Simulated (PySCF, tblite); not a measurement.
# C5H3F2OS−: dynamics, then NMR shifts on frames, part 2 of 2

tblite 0.8.0 and PySCF 2.14.0. Atoms count from 0.

**5. Nuclear shieldings: 625 fs, PBE0/pcSseg-1**

Job settings and geometry (Å):

```
{"job": {"kind": "nmr", "xc": "PBE0", "basis": "pcSseg-1", "pop": false}, "charge": -1, "multiplicity": 1}
F     -2.272200    -0.567200     2.114200
C     -1.943500    -0.273600     0.877500
F     -2.741400    -1.064600     0.056100
C     -0.527100    -0.429800     0.522000
C      0.430200    -1.436800     0.774600
C      1.676400    -0.997300     0.367200
O      1.442900     0.185000    -0.276100
C      0.162700     0.532400    -0.223500
S     -0.231400     2.056000    -0.766300
H     -2.289800     0.797700     0.837300
H      0.313600    -2.315700     1.398800
H      2.662700    -1.506900     0.228400
```

With the program's defaults for keys left out, this is: GIAO PBE0/pcSseg-1 NMR shielding, non-relativistic, gas phase.

Output:

```text
coarse grid: 12176 points
cycle   1  E = -864.5573756623  dE =  1.725e+00  |g| = 8.174e-01  |ddm| = 3.604e+00
cycle   2  E = -864.4886064857  dE =  6.877e-02  |g| = 1.090e+00  |ddm| = 1.980e+00
cycle   3  E = -864.6902788802  dE = -2.017e-01  |g| = 1.116e-01  |ddm| = 1.049e+00
cycle   4  E = -864.6925002233  dE = -2.221e-03  |g| = 5.550e-02  |ddm| = 1.786e-01
cycle   5  E = -864.6930456985  dE = -5.455e-04  |g| = 2.184e-02  |ddm| = 6.750e-02
cycle   6  E = -864.6931536532  dE = -1.080e-04  |g| = 5.005e-03  |ddm| = 2.631e-02
cycle   7  E = -864.6931588774  dE = -5.224e-06  |g| = 1.869e-03  |ddm| = 6.729e-03
final grid: 118320 points
cycle   8  E = -864.7715526121  dE = -2.962e-05  |g| = 1.167e-02  |ddm| = 3.783e-02
cycle   9  E = -864.7715143223  dE =  3.829e-05  |g| = 1.792e-02  |ddm| = 2.958e-02
cycle  10  E = -864.7715797437  dE = -6.542e-05  |g| = 1.575e-03  |ddm| = 1.923e-02
cycle  11  E = -864.7715802886  dE = -5.449e-07  |g| = 4.677e-04  |ddm| = 2.072e-03
cycle  12  E = -864.7715803449  dE = -5.633e-08  |g| = 9.584e-05  |ddm| = 7.350e-04
cycle  13  E = -864.7715803468  dE = -1.896e-09  |g| = 3.168e-05  |ddm| = 1.223e-04
cycle  14  E = -864.7715803470  dE = -2.087e-10  |g| = 8.935e-06  |ddm| = 4.195e-05
converged SCF energy = -864.7715803470

GIAO shielding tensors (ppm)
atom      isotropic    diamagn.    paramagn.     s11        s22        s33       span
  0 F      325.132     469.399    -144.267    229.084    322.866    423.446    194.362
  1 C       65.040     235.388    -170.348     49.151     66.732     79.236     30.086
  2 F      284.566     473.045    -188.479    163.858    338.018    351.821    187.963
  3 C       76.778     264.163    -187.386     12.057     73.050    145.225    133.168
  4 C       67.914     250.155    -182.242    -21.332     67.228    157.845    179.178
  5 C       53.662     254.919    -201.257    -16.442     72.981    104.447    120.890
  6 O       14.531     398.636    -384.105   -125.480    -39.647    208.718    334.198
  7 C        2.594     252.857    -250.263    -93.060     21.358     79.484    172.543
  8 S      588.446    1058.262    -469.816    355.395    626.844    783.099    427.704
  9 H       23.980      27.835      -3.855     19.669     23.693     28.579      8.911
 10 H       25.455      31.329      -5.874     23.822     25.898     26.645      2.823
 11 H       24.059      29.873      -5.814     21.906     23.967     26.303      4.397
```

Run time: 17 s. Hardware: 1 thread of AMD EPYC 7B13, shared host; peak memory 0.81 GiB.

In short: δ C7 184.3, C5 133.3, C1 121.9, C4 119.0, H9 7.74, H11 7.66 ppm.

**6. Nuclear shieldings: 800 fs, PBE0/pcSseg-1**

Job settings and geometry (Å):

```
{"job": {"kind": "nmr", "xc": "PBE0", "basis": "pcSseg-1", "pop": false}, "charge": -1, "multiplicity": 1}
F     -2.144300    -0.258700     1.963200
C     -1.948300    -0.190600     0.601200
F     -2.788800    -1.144900     0.080500
C     -0.556700    -0.299700     0.303600
C      0.321100    -1.412800     0.421900
C      1.501700    -1.071700    -0.128600
O      1.451300     0.237400    -0.572000
C      0.165800     0.690200    -0.352600
S     -0.365900     2.178600    -0.926100
H     -2.368100     0.803800     0.211200
H      0.078100    -2.361200     0.832700
H      2.469300    -1.458200    -0.147600
```

Level: GIAO PBE0/pcSseg-1 NMR shielding, non-relativistic, gas phase.

Output:

```text
coarse grid: 12176 points
cycle   1  E = -864.5719908525  dE =  1.646e+00  |g| = 8.149e-01  |ddm| = 3.602e+00
cycle   2  E = -864.4989290786  dE =  7.306e-02  |g| = 1.100e+00  |ddm| = 1.703e+00
cycle   3  E = -864.7001497751  dE = -2.012e-01  |g| = 1.256e-01  |ddm| = 9.404e-01
cycle   4  E = -864.7030448335  dE = -2.895e-03  |g| = 6.234e-02  |ddm| = 1.952e-01
cycle   5  E = -864.7038172114  dE = -7.724e-04  |g| = 2.233e-02  |ddm| = 7.424e-02
cycle   6  E = -864.7039278978  dE = -1.107e-04  |g| = 4.679e-03  |ddm| = 2.500e-02
cycle   7  E = -864.7039317550  dE = -3.857e-06  |g| = 2.220e-03  |ddm| = 6.684e-03
final grid: 118320 points
cycle   8  E = -864.7836669339  dE = -3.115e-05  |g| = 1.265e-02  |ddm| = 4.082e-02
cycle   9  E = -864.7836112963  dE =  5.564e-05  |g| = 2.046e-02  |ddm| = 3.299e-02
cycle  10  E = -864.7837000615  dE = -8.877e-05  |g| = 1.771e-03  |ddm| = 2.203e-02
cycle  11  E = -864.7837007637  dE = -7.022e-07  |g| = 5.247e-04  |ddm| = 2.158e-03
cycle  12  E = -864.7837008317  dE = -6.805e-08  |g| = 1.328e-04  |ddm| = 7.571e-04
cycle  13  E = -864.7837008352  dE = -3.513e-09  |g| = 6.388e-05  |ddm| = 2.376e-04
cycle  14  E = -864.7837008361  dE = -9.131e-10  |g| = 1.035e-05  |ddm| = 6.631e-05
converged SCF energy = -864.7837008361

GIAO shielding tensors (ppm)
atom      isotropic    diamagn.    paramagn.     s11        s22        s33       span
  0 F      294.636     473.005    -178.370    173.364    341.242    369.301    195.937
  1 C       60.337     235.786    -175.450     46.091     65.201     69.717     23.626
  2 F      304.593     472.280    -167.687    188.738    346.514    378.525    189.787
  3 C       78.972     263.603    -184.630     10.623     79.318    146.977    136.354
  4 C       74.632     249.649    -175.017    -13.546     74.337    163.105    176.652
  5 C       54.263     251.657    -197.394     -6.123     61.196    107.715    113.838
  6 O        8.544     399.471    -390.927   -137.091    -28.542    191.264    328.355
  7 C       -7.073     252.190    -259.263    -99.431     12.935     65.278    164.709
  8 S      575.984    1057.806    -481.822    339.704    655.069    733.180    393.476
  9 H       23.347      27.170      -3.822     19.606     22.066     28.369      8.763
 10 H       25.786      32.533      -6.747     24.199     25.756     27.402      3.203
 11 H       25.665      32.487      -6.822     23.362     25.444     28.188      4.826
```

It took 17 s on 1 thread of AMD EPYC 7B13, shared host; peak memory 0.81 GiB.

In short: δ C7 194.0, C5 132.7, C1 126.6, C4 112.3, H9 8.37, H11 6.05 ppm.

**7. NMR shieldings: 1000 fs, PBE0/pcSseg-1**

Job settings and geometry (Å):

```
{"job": {"kind": "nmr", "xc": "PBE0", "basis": "pcSseg-1", "pop": false}, "charge": -1, "multiplicity": 1}
F     -2.265200    -0.631800     2.008100
C     -1.904600    -0.291000     0.754100
F     -2.690100    -1.075500    -0.060000
C     -0.479400    -0.441400     0.409600
C      0.436700    -1.426400     0.866000
C      1.685100    -1.093500     0.364300
O      1.570200     0.067400    -0.378100
C      0.252800     0.395000    -0.409100
S     -0.272800     1.772100    -1.192000
H     -2.188400     0.722900     0.528900
H      0.234800    -2.239600     1.533500
H      2.658800    -1.518800     0.448500
```

Method: GIAO PBE0/pcSseg-1 NMR shielding, non-relativistic, gas phase.

Output:

```text
coarse grid: 12176 points
cycle   1  E = -864.5724568849  dE =  1.656e+00  |g| = 8.040e-01  |ddm| = 3.609e+00
cycle   2  E = -864.5071186356  dE =  6.534e-02  |g| = 1.067e+00  |ddm| = 1.729e+00
cycle   3  E = -864.7008818924  dE = -1.938e-01  |g| = 1.101e-01  |ddm| = 9.247e-01
cycle   4  E = -864.7030554378  dE = -2.174e-03  |g| = 5.476e-02  |ddm| = 1.670e-01
cycle   5  E = -864.7035988814  dE = -5.434e-04  |g| = 2.177e-02  |ddm| = 6.606e-02
cycle   6  E = -864.7037040857  dE = -1.052e-04  |g| = 5.047e-03  |ddm| = 2.444e-02
cycle   7  E = -864.7037093721  dE = -5.286e-06  |g| = 1.848e-03  |ddm| = 6.329e-03
final grid: 118320 points
cycle   8  E = -864.7829579443  dE = -2.926e-05  |g| = 1.249e-02  |ddm| = 3.588e-02
cycle   9  E = -864.7829105488  dE =  4.740e-05  |g| = 1.958e-02  |ddm| = 3.061e-02
cycle  10  E = -864.7829893535  dE = -7.880e-05  |g| = 1.806e-03  |ddm| = 2.033e-02
cycle  11  E = -864.7829900696  dE = -7.161e-07  |g| = 5.150e-04  |ddm| = 2.202e-03
cycle  12  E = -864.7829901381  dE = -6.856e-08  |g| = 1.091e-04  |ddm| = 7.726e-04
cycle  13  E = -864.7829901407  dE = -2.570e-09  |g| = 3.767e-05  |ddm| = 1.612e-04
cycle  14  E = -864.7829901410  dE = -2.976e-10  |g| = 1.277e-05  |ddm| = 4.784e-05
converged SCF energy = -864.7829901410

GIAO shielding tensors (ppm)
atom      isotropic    diamagn.    paramagn.     s11        s22        s33       span
  0 F      330.618     470.776    -140.158    220.495    353.620    417.740    197.245
  1 C       65.625     236.868    -171.243     48.803     68.833     79.238     30.435
  2 F      295.674     472.636    -176.963    172.618    344.908    369.495    196.876
  3 C       76.879     264.662    -187.783     14.389     71.940    144.307    129.918
  4 C       67.539     250.318    -182.778    -25.481     69.209    158.890    184.370
  5 C       51.267     251.959    -200.692    -13.655     64.417    103.038    116.693
  6 O       17.482     399.236    -381.753   -125.124    -27.011    204.582    329.706
  7 C        0.554     252.744    -252.190    -93.340     20.397     74.604    167.944
  8 S      579.057    1058.244    -479.187    351.597    578.614    806.960    455.363
  9 H       24.873      28.771      -3.898     21.800     24.480     28.340      6.540
 10 H       25.406      32.312      -6.907     23.993     25.036     27.188      3.194
 11 H       24.930      31.527      -6.597     23.081     24.796     26.914      3.833
```

Wall time 17 s (1 thread of AMD EPYC 7B13, shared host); peak memory 0.81 GiB.

In short: δ C7 186.4, C5 135.7, C1 121.3, C4 119.4, H9 6.84, H11 6.79 ppm.

**8. Comparing the runs: NMR shifts**

Shifts (ppm) of some atoms, chosen among heavy atoms and hydrogens apart, with basis size and wall time:

```tsv
frame	C7	C5	H9	H11	F0	F2	S8	functions	time
250 fs	179.8	136.1	7.30	5.82	-124.8	-141.7	-114	175	23 s
425 fs	186.6	121.9	7.89	6.38	-103.3	-134.7	-53	175	17 s
625 fs	184.3	133.3	7.74	7.66	-154.2	-113.6	-85	175	17 s
800 fs	194.0	132.7	8.37	6.05	-123.7	-133.6	-72	175	17 s
1000 fs	186.4	135.7	6.84	6.79	-159.7	-124.7	-75	175	17 s
```

**9. Outcome**

The summary covers parts 1 to 2.

| quantity | value |
| --- | --- |
| thermostat | 300 K |
| mean temperature, second half | 275 K |
| mean potential energy above the minimum | 0.35 eV |
| ¹³C shifts against TMS (PBE0/pcSseg-1, 250 fs) | 179.8, 136.1, 128.3, 113.2, 106.0 ppm |
| ¹H shifts against TMS (PBE0/pcSseg-1, 250 fs) | 7.30, 6.51, 5.82 ppm |
| ¹⁹F shifts against CFCl3 (PBE0/pcSseg-1, 250 fs) | -124.8, -141.7 ppm |
| ¹⁷O shifts against H2O (PBE0/pcSseg-1, 250 fs) | 321.6 ppm |
| ³³S shifts against CS2 (PBE0/pcSseg-1, 250 fs) | -114 ppm |
| range of the shift of S8 | -114 to -53 ppm |

In words: In the second half the potential energy averages 0.35 eV above the minimum; equipartition over 30 harmonic modes at 300 K would give 0.39 eV. With 12 atoms the temperature swings widely (114 to 506 K). Shifts at one fixed geometry are not the observed spectrum, which averages over the motion. In the first frame run (250 fs): The widest tensor belongs to S8: span 387 ppm, with a paramagnetic part of -441 ppm. NICS(1)zz of -18 ppm above the planar ring from C3 marks a diatropic (aromatic) ring current. Across the 5 runs the shift of S8 moves most, between -114 (250 fs) and -53 ppm (425 fs).
